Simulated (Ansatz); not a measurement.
# WAu: band structure with PBE

Crystal: WAu.

```
W Au
1.0
     0.00000    2.90921    2.90921
     2.90921    0.00000    2.90921
     2.90921    2.90921    0.00000
W Au
1 1
Direct
  0.00000 0.00000 0.00000
  0.75000 0.75000 0.75000
```

The cell was built by a generator and needn't be a form met in nature.

| Quantity | Value |
| --- | --- |
| Program | Ansatz 0.2.0 |
| Task | band structure |
| Functional | PBE |
| Potentials or basis | Ansatz PAW |
| Cutoff | 420 eV (not typed: the program's choice for these potentials) |
| k mesh | 6 × 6 × 6 |
| Occupations | fermi-dirac, width 0.05 eV |
| Spin | spin-orbit coupling, no magnetisation |
| Path | [["G", "X", "W", "K", "G", "L", "U", "W", "L", "K"], ["U", "X"]] |
| Points for each segment of the path | 14 |

| Quantity | Value |
| --- | --- |
| Pressure | -0.4 GPa |
| Band gap on the k mesh | none (metal or under the smearing width) |

Levels at the corners of the path, in eV from the Fermi level:
```csv
point,band 28,band 29,band 30,band 31,band 32,band 33,band 34,band 35,band 36,band 37
Γ,-5.17,-0.88,-0.88,-0.73,-0.73,-0.73,-0.73,1.58,1.58,1.58
X,-4.01,-2.80,-2.80,0.31,0.31,1.20,1.20,1.29,1.29,1.69
W,-3.98,-1.52,-1.51,-1.31,-0.95,0.84,0.99,1.58,1.61,1.65
K,-4.05,-2.03,-1.99,-0.30,-0.10,0.24,0.61,1.14,1.22,1.61
Γ,-5.17,-0.88,-0.88,-0.73,-0.73,-0.73,-0.73,1.58,1.58,1.58
L,-4.85,-1.90,-1.90,-0.33,-0.33,-0.23,-0.23,1.18,1.18,1.51
U,-4.05,-2.03,-1.99,-0.30,-0.10,0.24,0.61,1.14,1.22,1.61
W,-3.98,-1.52,-1.51,-1.31,-0.95,0.84,0.99,1.58,1.61,1.65
L,-4.85,-1.90,-1.90,-0.33,-0.33,-0.23,-0.23,1.18,1.18,1.51
K,-4.05,-2.03,-1.99,-0.30,-0.10,0.24,0.61,1.14,1.22,1.61
U,-4.05,-2.03,-1.99,-0.30,-0.10,0.24,0.61,1.14,1.22,1.61
X,-4.01,-2.80,-2.80,0.31,0.31,1.20,1.20,1.29,1.29,1.69
```

It took 21 s on 2 threads of Arm Neoverse V1, with other jobs on the host, peak memory 0.57 GiB.
